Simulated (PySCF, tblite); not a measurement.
# C4H12B2S: geometry, infrared bands and NMR shifts

Aim: predict the infrared bands and NMR shifts of C4H12B2S (`CBCBSCC`).

Programs: tblite 0.8.0 and PySCF 2.14.0, with density-fitted response routines of our own. Each step states its level of theory. These are calculated values for one molecule in the gas phase, unless marked as measured. Atoms count from 0, in the outputs and in this text.

## 1. Starting geometry

19 atoms, charge 0, multiplicity 1; geometry from: force field or distance geometry start.

Bonds of the start (Å): C0–B1 1.58, B1–C2 1.61, C2–B3 1.60, B3–S4 1.88, S4–C5 1.82, C5–C6 1.53, C0–H7 1.12, C0–H8 1.11, C0–H9 1.10, B1–H10 1.19, C2–H11 1.11, C2–H12 1.10, B3–H13 1.18, C5–H14 1.10, C5–H15 1.12, C6–H16 1.11, C6–H17 1.11, C6–H18 1.12.

## 2. Geometry optimisation with GFN2-xTB

What the job is given:

```
{"job": {"kind": "relax", "xc": "GFN2-xTB", "basis": "xTB"}, "charge": 0, "multiplicity": 1}
C     -3.306300     0.661100    -0.134100
B     -2.670800    -0.775100     0.007800
C     -1.116500    -0.952100     0.381800
B     -0.216900    -0.445000    -0.835800
S      0.957900     1.004100    -0.587800
C      2.346900    -0.034100    -0.045500
C      3.560900     0.842600     0.256600
H     -3.169900     1.238200     0.813000
H     -4.394300     0.560700    -0.344000
H     -2.832100     1.207100    -0.964000
H     -3.352500    -1.740400    -0.082700
H     -0.900700    -0.368100     1.296000
H     -0.913400    -2.017800     0.581700
H     -0.271300    -0.994400    -1.878700
H      2.615700    -0.751100    -0.838700
H      2.062800    -0.588000     0.888400
H      3.871000     1.397100    -0.647700
H      4.404200     0.197200     0.596300
H      3.315400     1.567200     1.071800
```

On the command line:

```
OMP_NUM_THREADS=1 python probes_run.py task.json out
```

The driver reads the jobs from task.json and runs them one after another.

**Question.** This job is followed by: GFN2-xTB harmonic vibrations, gas phase; GIAO PBE0/pcSseg-1 NMR shielding, non-relativistic, gas phase. Predict these results of the whole session: strongest single infrared mode (GFN2-xTB); zero-point energy (GFN2-xTB); 13C shifts against TMS (PBE0/pcSseg-1); 1H shifts against TMS (PBE0/pcSseg-1, means over atoms taken as alike); 11B shifts against BF3·OEt2 (PBE0/pcSseg-1); 33S shifts against CS2 (PBE0/pcSseg-1).

As calculated:

| quantity | value |
| --- | --- |
| strongest single infrared mode (GFN2-xTB) | 1058 cm⁻¹, 340 km/mol |
| zero-point energy (GFN2-xTB) | 96.9 kcal/mol |
| 13C shifts against TMS (PBE0/pcSseg-1) | 49.1, 37.0, 17.3, 16.8 ppm |
| 1H shifts against TMS (PBE0/pcSseg-1, means over atoms taken as alike) | 7.87, 7.29, 3.03, 2.87, 1.37, 1.13 ppm |
| 11B shifts against BF3·OEt2 (PBE0/pcSseg-1) | 86.4, 68.9 ppm |
| 33S shifts against CS2 (PBE0/pcSseg-1) | 141 ppm |

**Reading.** The optimisation took 181 steps and gained 0.869 eV; among the close pairs (by a distance rule), B3–S4 changed most, from 1.882 to 1.766 Å. All 51 modes are real, so the xTB geometry is a minimum. The strongest single mode, at 1058 cm⁻¹, has its largest shares on B1, C2, H12 and B3 (the list is cut at 4 atoms). Unscaled tight-binding wavenumbers are off by several per cent, some by more. Its intensities can rank the bands wrongly. At PBE0/pcSseg-1: The widest tensor belongs to S4: span 402 ppm, with a paramagnetic part of -700 ppm.
